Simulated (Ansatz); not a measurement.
# Al2Cu (Khatyrkite): the cost of one run

Program: Ansatz 0.2.0. Level of theory: DFT, PBE, plane-wave PAW, default files, scalar-relativistic. These are calculated values, not measurements.

1 further run of the same task is left out (it didn't finish).

## (1) The starting structure

It takes space group I4/mcm (No. 140, tetragonal). The conventional cell has a = 6.067 Å, b = 6.067 Å, c = 4.877 Å, α = 90.00°, β = 90.00°, γ = 90.00°. Al (site symmetry m2m) has 4 Cu at 2.59 Å and 3 Al at 2.71 to 2.90 Å as nearest neighbours. Cu (site symmetry 422) has 2 Cu at 2.44 Å and 8 Al at 2.59 Å as nearest neighbours.

As a file:

```cif
data_structure
_symmetry_space_group_name_H-M 'P 1'
_symmetry_Int_Tables_number 1
_cell_length_a 4.9346
_cell_length_b 4.9346
_cell_length_c 4.9346
_cell_angle_alpha 104.134
_cell_angle_beta 104.134
_cell_angle_gamma 120.771
_cell_volume 89.76
loop_
_atom_site_label
_atom_site_type_symbol
_atom_site_fract_x
_atom_site_fract_y
_atom_site_fract_z
_atom_site_occupancy
Al1 Al 0.65810 0.15810 0.81620 1
Al2 Al 0.15810 0.34190 0.50000 1
Al3 Al 0.34190 0.84190 0.18380 1
Al4 Al 0.84190 0.65810 0.50000 1
Cu1 Cu 0.25000 0.25000 0.00000 1
Cu2 Cu 0.75000 0.75000 0.00000 1
```

## (2) Gradients at the starting positions

Input file input.yaml:

```yaml
crystal:
  lattice:
    - [-3.0335, 3.0335, 2.4385]
    - [3.0335, -3.0335, 2.4385]
    - [3.0335, 3.0335, -2.4385]
  atoms:
    - { symbol: Al, position: [0.6581, 0.1581, 0.8162] }
    - { symbol: Al, position: [0.1581, 0.3419, 0.5] }
    - { symbol: Al, position: [0.3419, 0.8419, 0.1838] }
    - { symbol: Al, position: [0.8419, 0.6581, 0.5] }
    - { symbol: Cu, position: [0.25, 0.25, 0.0] }
    - { symbol: Cu, position: [0.75, 0.75, 0.0] }
kpoints:
  mp_grid: { grid: [12, 12, 12] }
scf:
  occupations: { method: fermi_dirac, width: 0.02 }
hamiltonian:
  xc: pbe
  pseudopotentials: { kind: paw }
output:
  forces: true
  stress: true
  populations: true
  efg:
    quadrupole_moments_barn: { Al: 0.1466, Cu: -0.22 }
    contact_densities: true
  write_density: true
  write_potential: true
  elf: true
  volumetric_format: npy
```

Started as:

```console
$ ansatz run input.yaml --threads 1 --pin off --max-ram 3072MiB --backend cpu --events-out ev --progress --plain --runs-dir out
```

What time and memory should one allow on 1 thread of Intel Xeon Platinum 8488C (Sapphire Rapids), shared host?

About 23 s, with a peak of 0.67 GiB.
